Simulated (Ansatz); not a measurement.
# ClGeH4: the cost of one run

Program: Ansatz 0.2.0, Gaussian basis. Level of theory: PBE0-D4/def2-SVP, unrestricted. These are calculated values, not measurements.

2 further runs of the same task are left out: 2 that didn't finish.

## 1. The starting structure

The start, a first-order saddle point found at PBE0-D4 in triple zeta: 6 atoms, charge 0, spin multiplicity 2.

Atoms are counted from 1 here; the program's logs count them from 0.

Bond lengths: Ge3–H4 1.811 Å, Ge3–H5 1.641 Å, Ge3–H6 1.570 Å. Angles: H4–Ge3–H5 87.6°, H4–Ge3–H6 91.0°, H5–Ge3–H6 102.7°.

As a file:

| atom | x (Å) | y (Å) | z (Å) |
| --- | --- | --- | --- |
| H1 | -0.4295 | 0.2621 | 0.8268 |
| Cl2 | -1.9308 | -0.1963 | -0.2296 |
| Ge3 | 1.1202 | 0.2789 | -0.4619 |
| H4 | 0.3112 | 0.5779 | 1.1303 |
| H5 | -0.3696 | 0.3196 | -1.1495 |
| H6 | 1.2985 | -1.2423 | -0.1163 |

## 2. The run

File md/in.yaml:

```yaml
crystal:
  periodic: [false, false, false]
  atoms:
    - {symbol: H, position_ang: [-0.429521, 0.262130, 0.826820]}
    - {symbol: Cl, position_ang: [-1.930821, -0.196270, -0.229615]}
    - {symbol: Ge, position_ang: [1.120195, 0.278878, -0.461898]}
    - {symbol: H, position_ang: [0.311209, 0.577876, 1.130297]}
    - {symbol: H, position_ang: [-0.369590, 0.319628, -1.149478]}
    - {symbol: H, position_ang: [1.298528, -1.242342, -0.116326]}
basis:
  gaussian: {orbitals: def2-SVP}
magnetization: {spin_polarized: true, initial_magnetization: 1}
hamiltonian: {xc: pbe0, dispersion: d4}
md: {n_steps: 60, timestep: 1.0, temperature: 1500, ensemble: nve, seed: 290, initial_velocities: maxwell_boltzmann}
```

Run with:

```console
ansatz run in.yaml --threads 4 --pin off --events-out ev --progress --plain --max-ram 9574MiB
```

**Question.** How long does this run take on 4 threads of Arm Neoverse N1, shared host?

About 1.8 min.
